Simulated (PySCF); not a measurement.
# InGa+: bond curves at several levels of theory

Aim: find the lowest electronic state of InGa+, scan its bond at several levels of theory, and get bond length, wavenumber and dissociation energy from each curve.

Computed with PySCF 2.14.0. Level: In cc-pVDZ-PP with ECP28, Ga cc-pVDZ-PP with ECP10, scalar-relativistic core potentials.

### 1 Set-up

Settings of the job:

- atoms: In, Ga
- charge: 1
- basis: In cc-pVDZ-PP with ECP28, Ga cc-pVDZ-PP with ECP10
- Hamiltonian: scalar-relativistic core potentials
- basis functions: 46
- electrons treated: 41
- masses in u: 114.9039, 68.9256
- levels: PBE0, PBE, r²SCAN, M06, PW91, LDA, HSE06, HF, MP2, SCS-MP2, CCSD, CCSD(T)
- grid: 80 radial by 434 angular points
- occupations: held fixed by the projection of orbital angular momentum
- dissociation limit: In+ + Ga, each in its ground configuration
- starting distance in angstrom: 2.695
- values of 2S to try: 1, 3

The runs that follow: PBE0 along the bond; Other states along the same grid; PBE (GGA); r²SCAN (meta-GGA); M06 (hybrid meta-GGA); PW91 (GGA); LDA (local density); HSE06; UHF (mean field); Correlated methods on the Hartree–Fock reference.

Q: Predict the outcome of this session. Wanted: for each run, Re; ωe; De; μ.

As calculated:

Lowest PBE0 solution found, without spin–orbit coupling: ²Σ⁺ (doublet), unpaired electrons σ ↑. The other levels ran on it alone.

```tsv
level	Re (Å)	ωe (cm⁻¹)	De (eV)	μ (D)
UHF	3.500	80.2	0.94	1.36
UHF-MP2	3.403	85.8	1.08	n/a
UHF-SCS-MP2	3.433	83.5	1.03	n/a
UHF-CCSD	3.418	86.1	1.06	n/a
UHF-CCSD(T)	3.404	87.3	1.09	n/a
LDA	3.362	82.2	1.58	1.59
PBE	3.492	74.6	1.39	1.52
PW91	3.481	75.3	1.41	1.53
r²SCAN	3.437	78.6	1.36	1.46
PBE0	3.425	81.2	1.31	1.46
M06	3.463	80.4	1.40	1.57
HSE06	3.430	80.4	1.34	1.48
```

De is counted to In+ + Ga in their ground configurations. A positive dipole points from In to Ga; in an ion it is taken about the centre of mass and does not tell which atom is negative.

Differences from CCSD(T) in the same basis:

```tsv
level	Re (mÅ)	ωe (%)
UHF	+95	-8.2
UHF-MP2	-1	-1.7
UHF-SCS-MP2	+29	-4.3
UHF-CCSD	+14	-1.4
LDA	-42	-5.9
PBE	+87	-14.5
PW91	+76	-13.7
r²SCAN	+33	-9.9
PBE0	+21	-7.0
M06	+58	-7.9
HSE06	+26	-7.9
```

Against CCSD(T) in the same basis, the bond length is nearest at UHF-MP2 (-1 mÅ) and farthest at UHF (+95 mÅ); the wavenumber is nearest at UHF-CCSD (-1.4 %) and farthest at PBE (-14.5 %). CCSD(T) in a basis this small is itself some way from its limit, more so than the functionals. Among the levels with a De in the table, it runs from 0.94 eV (UHF) to 1.58 eV (LDA).

Correlated steps freeze 8 core orbitals. These are scalar-relativistic numbers at best; spin–orbit coupling would shift them, the dissociation energy most.
